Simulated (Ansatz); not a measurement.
# Al: the cost of one run

Computed with Ansatz 0.2.0 (DFT r2SCAN, scalar-relativistic, plane waves, PAW, unless a step's input says otherwise).

2 further runs of the same task are left out: 2 set aside as unsound or not needed.

## (1) The starting structure

Symmetry: Im-3m, No. 229, cubic system. The conventional cell has a = 3.189 Å, b = 3.189 Å, c = 3.189 Å, α = 90.00°, β = 90.00°, γ = 90.00°. Al (site symmetry m-3m) has 8 Al at 2.76 Å as nearest neighbours.

As a file:

```cif
data_structure
_symmetry_space_group_name_H-M 'P 1'
_symmetry_Int_Tables_number 1
_cell_length_a 5.5231
_cell_length_b 5.5231
_cell_length_c 5.5231
_cell_angle_alpha 109.471
_cell_angle_beta 109.471
_cell_angle_gamma 109.471
_cell_volume 129.69
loop_
_atom_site_label
_atom_site_type_symbol
_atom_site_fract_x
_atom_site_fract_y
_atom_site_fract_z
_atom_site_occupancy
Al1 Al 0.50000 0.50000 0.50000 1
Al2 Al 0.00000 0.50000 0.50000 1
Al3 Al 0.50000 0.00000 0.50000 1
Al4 Al 0.00000 0.00000 0.50000 1
Al5 Al 0.50000 0.50000 0.00000 1
Al6 Al 0.00000 0.50000 0.00000 1
Al7 Al 0.50000 0.00000 0.00000 1
Al8 Al 0.00000 0.00000 0.00000 1
```

It goes back to an entry of the Materials Project, which need not be the stable form.

It is built from the cell relaxed beforehand with the same method (16.21 Å³/atom).

## (2) Zero of the scan

input.yaml

```yaml
crystal:
  lattice:
    - [-3.1887371512, -3.1887371512, 3.1887371512]
    - [-3.1887371512, 3.1887371512, -3.1887371512]
    - [3.1887371512, -3.1887371512, -3.1887371512]
  atoms:
    - { symbol: Al, position: [0.5, 0.5, 0.5] }
    - { symbol: Al, position: [0.0, 0.5, 0.5] }
    - { symbol: Al, position: [0.5, 0.0, 0.5] }
    - { symbol: Al, position: [0.0, 0.0, 0.5] }
    - { symbol: Al, position: [0.5, 0.5, 0.0] }
    - { symbol: Al, position: [0.0, 0.5, 0.0] }
    - { symbol: Al, position: [0.5, 0.0, 0.0] }
    - { symbol: Al, position: [0.0, 0.0, 0.0] }
basis:
  ecutwfc: 500
kpoints:
  mp_grid: { grid: [14, 14, 14] }
hamiltonian:
  xc: r2scan
scf:
  occupations: { method: gaussian, width: 0.15 }
output:
  forces: true
  stress: true
  eigenvalues: true
```

On the command line:

```
$ ansatz run input.yaml --threads 2 --pin off --max-ram 5120MiB --backend cpu --events-out ev --progress --plain --runs-dir out
```

**Question.** How long does this run take on 2 threads of Intel Xeon at 2.50GHz (Skylake/Cascade Lake), shared host, and how much memory does it need?

About 31 s, with a peak of 0.94 GiB.
